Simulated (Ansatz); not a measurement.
Write a Python script for the Ansatz DFT code, driven from Python that makes a series of slab calculations of BaSr, space group Cmmm. Use (first run): PBEsol, PAW, cutoff 571 eV, 4×3×1 k-points, Methfessel-Paxton smearing of 0.05 eV.

Input file `basr.cif`:
```cif
data_BaSr
_cell_length_a 4.278354
_cell_length_b 4.278354
_cell_length_c 6.920826
_cell_angle_alpha 90.00000
_cell_angle_beta 90.00000
_cell_angle_gamma 108.20351
_symmetry_space_group_name_H-M 'P 1'
_symmetry_Int_Tables_number 1
loop_
_symmetry_equiv_pos_as_xyz
'x, y, z'
loop_
_atom_site_label
_atom_site_type_symbol
_atom_site_fract_x
_atom_site_fract_y
_atom_site_fract_z
Ba1 Ba    0.000000    0.000000    0.000000
Sr2 Sr    0.500000    0.500000    0.500000
```

`basr_vacuum.py`
```python
# -*- coding: utf-8 -*-
import ansatz as az
from ase.build import surface
from ase.io import read
import numpy as np
from tabulate import tabulate

atoms = read("basr.cif")
rows = []
for value in [3.0, 4.0, 5.0, 6.5, 8.0]:
    slab = surface(atoms, (1, 0, 0), 2, vacuum=value)
    slab.pbc = True
    model = (
        az.Crystal.from_ase(slab).calculation()
        .functional("pbesol")
        .basis(21 * az.Ha)
        .occupations(az.OccupationsMethod.METHFESSEL_PAXTON, width=0.05)
        .kpoints(4, 3, 1)
        .electric_field(axis=3, dipole_correction=True)
    )
    r = model.run(threads=1, backend="cpu").report
    face = r["work_function"]
    rows.append((value, len(slab), r["free_energy_ev"], face["dipole_moment_e_ang"], face.get("phi_plus_ev"), face.get("phi_minus_ev")))

print(tabulate(rows, headers=["vacuum each side (A)", "atoms", "F (eV)", "dipole (e A)", "phi upper (eV)", "phi lower (eV)"], floatfmt=".4f", missingval="-"))
```

`python basr_vacuum.py` gives:
```text
RunWarning: efield: at this solve's end the planar-averaged density reaches 1.69e-2 e/Å³ inside the ramp window [0.8673, 0.1327] (bound 1e-5 e/Å³); the window's nearer edge stands 1.40 Å from this solve's nearest atom along the axis. Its work functions, free [...]
  vacuum each side (A)    atoms       F (eV)    dipole (e A)    phi upper (eV)    phi lower (eV)
----------------------  -------  -----------  --------------  ----------------  ----------------
                3.0000        4  -18708.0933         -0.0257            2.1501            2.1351
                4.0000        4  -18707.9744         -0.0240            2.4886            2.3355
                5.0000        4  -18707.9534         -0.0229            2.5238            2.3891
                6.5000        4  -18707.9485         -0.0216            2.5244            2.3926
                8.0000        4  -18707.9480         -0.0214            2.5215            2.3908
```
(Warnings from the package without file and line, shortened, repeats left out.)

What to keep in mind:
- Absolute energies stand on the zero of these potentials, so only differences at equal settings mean something. A total without «per atom» is that of the cell as typed.
- The density doesn't vanish in the vacuum (a short gap or a low cutoff), which blurs the vacuum level.
- The mesh is modest for a metal, so energies can be off by several to tens of meV an atom and pressures by half a GPa or more; differences at equal mesh fare better.
- The structure comes from a database of computed cells and needn't be a stable or known phase.
- The slabs are thin, unrelaxed cuts of the structure as given, on a modest mesh, so the surface energy isn't converged; Miller indices refer to the cell as typed, and unlike faces give only a mean.
- Hardware and time: 16 s on 1 thread of AMD EPYC 9R45 96-Core Processor (Zen 5), on a shared host, peak memory 0.85 GiB.

(A comment or docstring line of the script was reworded after the run, the code is as it ran; lines on the test bed's own set-up are left out of the output.)
